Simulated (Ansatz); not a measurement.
# C3H11NSi: small, medium and large basis sets

An exercise on one series of results from a longer session: the logs are not shown, and one member is left open.

The runs use Ansatz 0.2.0, Gaussian basis; one geometry, several basis sets.

Levels to be run: PBE0-D4/def2-SVP; ωB97M-V/def2-SVP; PBE0-D4/def2-QZVPP; ωB97M-V/def2-QZVPP; the functionals' def2-TZVPP values are taken from earlier runs.

**The relaxed structure**

All runs share one geometry, relaxed beforehand with PBE0-D4 in a triple-zeta def2 set.

16 atoms, charge 0, spin multiplicity 1.

Atoms are counted from 1 here; the program's logs count them from 0.

Bond lengths: C1–Si2 1.866 Å, C1–H6 1.092 Å, C1–H7 1.094 Å, C1–H8 1.092 Å, Si2–N3 1.723 Å, Si2–H9 1.500 Å, Si2–H10 1.489 Å, N3–C4 1.442 Å, N3–C5 1.442 Å, C4–H11 1.098 Å, C4–H12 1.092 Å, C4–H13 1.101 Å, C5–H14 1.092 Å, C5–H15 1.097 Å, C5–H16 1.101 Å. Angles: Si2–C1–H6 112.0°, Si2–C1–H7 109.4°, Si2–C1–H8 111.2°, H6–C1–H7 107.3°, H6–C1–H8 108.5°, H7–C1–H8 108.3°, C1–Si2–N3 110.9°, C1–Si2–H9 107.7°, C1–Si2–H10 111.3°, N3–Si2–H9 113.9°, N3–Si2–H10 106.0°, H9–Si2–H10 107.0°, Si2–N3–C4 120.5°, Si2–N3–C5 121.4°, C4–N3–C5 113.1°, N3–C4–H11 110.5°, N3–C4–H12 110.4°, N3–C4–H13 112.8° and more.

Set-up of the first run:

Contents of in.yaml:

```yaml
crystal:
  periodic: [false, false, false]
  atoms:
    - {symbol: C, position_ang: [0.767651, 1.669657, -1.415663]}
    - {symbol: Si, position_ang: [0.745648, -0.133870, -0.937481]}
    - {symbol: N, position_ang: [-0.395838, -0.423013, 0.320709]}
    - {symbol: C, position_ang: [-0.914298, -1.749523, 0.546929]}
    - {symbol: C, position_ang: [-0.445636, 0.410573, 1.495960]}
    - {symbol: H, position_ang: [1.157404, 2.300284, -0.613236]}
    - {symbol: H, position_ang: [1.418983, 1.807614, -2.283144]}
    - {symbol: H, position_ang: [-0.232479, 2.021242, -1.678201]}
    - {symbol: H, position_ang: [2.149771, -0.528743, -0.587185]}
    - {symbol: H, position_ang: [0.325304, -0.992136, -2.079417]}
    - {symbol: H, position_ang: [-1.955920, -1.701394, 0.889404]}
    - {symbol: H, position_ang: [-0.894665, -2.329346, -0.378392]}
    - {symbol: H, position_ang: [-0.343755, -2.305903, 1.306897]}
    - {symbol: H, position_ang: [-0.094509, 1.419758, 1.271590]}
    - {symbol: H, position_ang: [-1.476390, 0.495510, 1.862753]}
    - {symbol: H, position_ang: [0.165931, 0.016691, 2.322878]}
basis:
  gaussian: {orbitals: def2-SVP}
hamiltonian: {xc: pbe0, dispersion: d4}
output: {orbitals: {seedname: orbitals}}
```

Command:

```bash
ansatz run in.yaml --threads 2 --pin off --events-out ev --progress --plain --max-ram 20480MiB --backend cpu
```

Among the steps run: PBE0-D4 in def2-SVP; ωB97M-V in def2-SVP; PBE0-D4 in def2-QZVPP; ωB97M-V in def2-QZVPP.

One of the session's tables, all rows but one given; the rest of the session is left out.

It belongs to the step «Density functionals: the series». 

```
functional       basis  HOMO (eV)  LUMO (eV)
   PBE0-D4    def2-SVP      -6.14       1.59
   PBE0-D4  def2-TZVPP      -6.25       1.04
   PBE0-D4  def2-QZVPP      -6.28       0.61
   ωB97M-V    def2-SVP      -8.44       3.30
   ωB97M-V  def2-TZVPP      -8.56       2.50
   ωB97M-V  def2-QZVPP          ?          ?
```

Q: Estimate the row for ωB97M-V, def2-QZVPP from the others.

The run gave: HOMO (eV): -8.58; LUMO (eV): 1.75. In the column «HOMO (eV)» it is the lowest.
